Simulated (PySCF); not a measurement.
**Ge(OH)₂: structure of the singlet**

Where does singlet Ge(OH)₂ go from a linear start, is the end point a minimum, and what are its modes, charges and moments?

The runs use PySCF 2.14.0; PBE0, basis Ge def2-TZVP, O def2-TZVP, H def2-TZVP, no relativity, density fitting.

## (1) The starting structure

5 atoms, charge 0, spin multiplicity 1.

Bond lengths: Ge1–O2 1.840 Å, Ge1–O3 1.840 Å, O2–H4 0.960 Å, O3–H5 0.960 Å. Angles: O2–Ge1–O3 180.0°, Ge1–O2–H4 130.0°, Ge1–O3–H5 130.0°.

```xyz
5
charge 0 multiplicity 1
Ge    0.0000    0.0000    0.0000
O     0.0000    0.0000    1.8400
O     0.0000    0.0000   -1.8400
H    -0.7354    0.0000    2.4571
H     0.7354    0.0000   -2.4571
```

## (2) First SCF at the start

The steps below are one call of a driver around PySCF. For each, scf.py gives the equivalent set-up of the SCF; relaxations use the driver's own optimiser. After this first run the driver tries any further starts and a stability analysis.

The input, scf.py:

```python
from pyscf import gto, scf, dft
mol = gto.M(atom='''
Ge     0.000000     0.000000     0.000000
O      0.000000     0.000000     1.840000
O      0.000000     0.000000    -1.840000
H     -0.735400     0.000000     2.457100
H      0.735400     0.000000    -2.457100''',
    basis={'Ge': 'def2-TZVP', 'O': 'def2-TZVP', 'H': 'def2-TZVP'},
    charge=0, spin=0)
mf = dft.RKS(mol, xc='PBE0')
mf.grids.atom_grid = (50, 194)
aux = {'Ge': 'def2-universal-JKFIT', 'O': 'def2-universal-JKFIT', 'H': 'def2-universal-JKFIT'}
mf = mf.density_fit(auxbasis=aux)
mf.conv_tol = 1e-08
mf.diis_space = 10
mf.max_cycle = 60
mf.init_guess = 'minao'
mf.verbose = 4
mf.kernel()
```

Command:

```sh
$ OMP_NUM_THREADS=4 python axn.py task.json out
```

After this run come: Linear start, singlet: relaxation; Hessian and properties; Downhill along the imaginary mode; Is it a minimum? Harmonic modes.

What does the calculation give? Wanted: minimum; geometry; wavenumbers; dipole moment; highest occupied, lowest empty level; polar-tensor charge of Ge1; zero-point energy; atomisation energy.

**Answer**, as computed:

| quantity | value |
| --- | --- |
| minimum | singlet, C2v |
| geometry | Ge–O 1.790 Å (×2), O–H 0.961 Å (×2); Ge–O–H 118.8° (×2), O–Ge–O 102.4° |
| wavenumbers (cm⁻¹) | 268 (a1), 312 (a2), 434 (b1), 659 (b2), 683 (a1), 684 (b2), 834 (a1), 3866 (a1), 3867 (b2) |
| dipole moment | 1.61 D |
| highest occupied, lowest empty level | -7.91, -1.53 eV |
| polar-tensor charge of Ge1 | +1.10 e |
| zero-point energy | 69.4 kJ/mol |
| entropy at 298.15 K | 282.1 J/(mol K) |
| atomisation energy (no zero-point energy) | 1725 kJ/mol |

In words: From C2h at the start the molecule goes to a C2v minimum, after a stop at a second-order saddle point 210.1 kJ/mol higher, from which it was pushed off along an imaginary mode. The strongest infrared band lies at 683 cm⁻¹ (a1). Other starts or spin states, not run here, may lie lower.
